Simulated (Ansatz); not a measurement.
Predict the output of the script below (Ansatz's Python interface).

The script, `ch7alssi.py`:
```python
'''Atomisation energy of CH7AlSSi at the given geometry.'''

from collections import Counter

import ansatz as az


def energy_of(molecule, charge=0, unpaired=0):
    calc = (
        molecule.calculation()
        .basis(gaussian='cc-pVTZ')
        .correlation('MP2')
    )
    if charge:
        calc = calc.charge(charge)
    if unpaired:
        calc = calc.spin('collinear', total=unpaired)
    report = calc.run().report
    if report['published_state_doubts']:
        print('  doubts:', report['published_state_doubts'])
    return report['free_energy_ev']

GEOMETRY = '''
C    -0.37650    1.60090   -0.91450
Al   -0.49010   -0.18630   -0.14620
Si    1.06790   -0.82130    1.46390
S    -1.99890   -1.64250   -0.82520
H     0.55510    1.79300   -1.44390
H    -0.55070    2.41150   -0.11980
H    -1.21570    1.76060   -1.66360
H     0.88300   -2.19390    1.88260
H     0.99480    0.08260    2.68640
H     2.45380   -0.71810    0.92970
H    -1.25720   -2.14340   -1.82880
'''

geometry = az.Crystal.molecule()
for line in GEOMETRY.strip().splitlines():
    symbol, *xyz = line.split()
    geometry = geometry.atom(symbol, [float(v) for v in xyz])

# unpaired electrons of the ground-state atoms
unpaired = {'C': 2, 'Al': 1, 'Si': 2, 'S': 2, 'H': 1}
counts = Counter(site.symbol for site in geometry.cartesian_sites)
atom_energy = {s: energy_of(az.Crystal.molecule().atom(s, (0, 0, 0)), 0, unpaired[s]) for s in counts}
whole = energy_of(geometry, 0, 0)
for s, e in atom_energy.items():
    print(f'{s:2s} x{counts[s]}  {e:14.5f} eV')
print(f'CH7AlSSi: {whole:.5f} eV')
split = sum(counts[s] * e for s, e in atom_energy.items()) - whole
print(f'atomisation energy (no zero-point term): {23.060548 * split:.1f} kcal/mol, {split / sum(counts.values()):.3f} eV an atom')
```

```console
$ python ch7alssi.py
C  x1     -1027.46078 eV
Al x1     -6582.83969 eV
Si x1     -7861.70972 eV
S  x1    -10819.94927 eV
H  x7       -13.60052 eV
CH7AlSSi: -26421.55774 eV
atomisation energy (no zero-point term): 793.2 kcal/mol, 3.127 eV an atom
```

793.2 kcal/mol from the electronic energies, without the zero-point term.

Notes:
- Total energies depend on the basis set; only differences at equal settings carry meaning.
- The geometry is a force-field or estimated start, not a minimum of this method, and the basis set is short of its limit. All parts are taken at fixed geometry, without zero-point energy.
- For Al to Cl the sets with a tight d function, cc-pV(X+d)Z, are usual.
- Timing: 10 s on 1 thread of Arm Neoverse V2, on a shared host, peak memory 0.53 GiB.

(Lines on the test bed's own set-up are left out of the output.)
